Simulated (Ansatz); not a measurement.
# Hf: stress in a strained cell

Aim: deform Hf (zz strain of +1 %) and compute stress, forces and field gradients with LAPW, PAW and all-electron datasets made for the crystal.

Computed with Ansatz 0.2.0 (DFT LDA, scalar-relativistic, unless a step's input says otherwise).

### Step 1. The structure to begin with

The structure is cubic, space group Fm-3m (No. 225). The conventional cell has a = 4.440 Å, b = 4.440 Å, c = 4.440 Å, α = 90.00°, β = 90.00°, γ = 90.00°. Hf (site symmetry m-3m) is surrounded by 12 Hf at 3.14 Å.

As a file:

```
Hf
1.0
     0.00000    2.22000    2.22000
     2.22000    0.00000    2.22000
     2.22000    2.22000    0.00000
Hf
1
Direct
  0.00000 0.00000 0.00000
```

### Step 2. The deformed structure

Space group Fm-3m before, I4/mmm after.

### Step 3. All-electron LAPW

File input.yaml:

```yaml
crystal:
  lattice:
    - [0.0, 2.22, 2.2422]
    - [2.22, 0.0, 2.2422]
    - [2.22, 2.22, 0.0]
  atoms:
    - { symbol: Hf, position: [0.0, 0.0, 0.0] }
kpoints:
  mp_grid: { grid: [13, 13, 13] }
  band_path:
    path:
      - [0.0, 0.0, 0.0]
      - [0.0, 0.5, 0.5]
      - [0.25, 0.75, 0.5]
      - [0.0, 0.5, 0.0]
      - [0.0, 0.0, 0.0]
      - [0.5, 0.5, 0.0]
      - [0.3725370062, 0.6274629938, 0.0]
      - [-0.3725370062, 0.3725370062, 0.0]
      - [0.0, 0.0, 0.0]
    npoints: 5
scf:
  occupations: { method: fermi_dirac, width: 0.03 }
hamiltonian:
  xc: lda
  pseudopotentials: { kind: all_electron, lapw: { basis_error: 0.001 } }
output:
  forces: true
  stress: true
  eigenvalues: true
```

The run is started by

```
> ansatz run input.yaml --threads 1 --pin off --max-ram 3072MiB --backend cpu --events-out ev --progress --plain --runs-dir out
```

### Step 4. Frozen-core PAW

File input.yaml:

```yaml
crystal:
  lattice:
    - [0.0, 2.22, 2.2422]
    - [2.22, 0.0, 2.2422]
    - [2.22, 2.22, 0.0]
  atoms:
    - { symbol: Hf, position: [0.0, 0.0, 0.0] }
kpoints:
  mp_grid: { grid: [13, 13, 13] }
scf:
  occupations: { method: fermi_dirac, width: 0.03 }
hamiltonian:
  xc: lda
  pseudopotentials: { kind: paw }
output:
  forces: true
  stress: true
  eigenvalues: true
  efg: { contact_densities: true }
```

### Step 5. All-electron PAW on datasets made for the crystal

Changes to input.yaml since step 4:

```diff
@@ -13,3 +13,3 @@
   xc: lda
-  pseudopotentials: { kind: paw }
+  pseudopotentials: { kind: all_electron, datasets: crystal }
 output:
```

(Steps that only read results are left out.)

Before running it: what results should come out? Wanted: pressure; largest shear or deviatoric stress.

**Answer**, as computed:

| quantity | value |
| --- | --- |
| pressure | LAPW -6.45, PAW -6.48, crystal datasets -6.45 GPa |
| largest shear or deviatoric stress (LAPW) | 0.24 GPa |

In words: The largest part of the stress beyond the pressure is 0.24 GPa in size, in the zz component. No run of the undeformed cell stands beside it, so the pressure holds what the given cell had before the change. PAW: stress within 0.03 GPa of LAPW. Crystal datasets: stress within 0.01 GPa of LAPW. Spin-orbit coupling is left out, though the cell holds Hf; in elements this heavy it can shift bands and gaps by tenths of an eV.
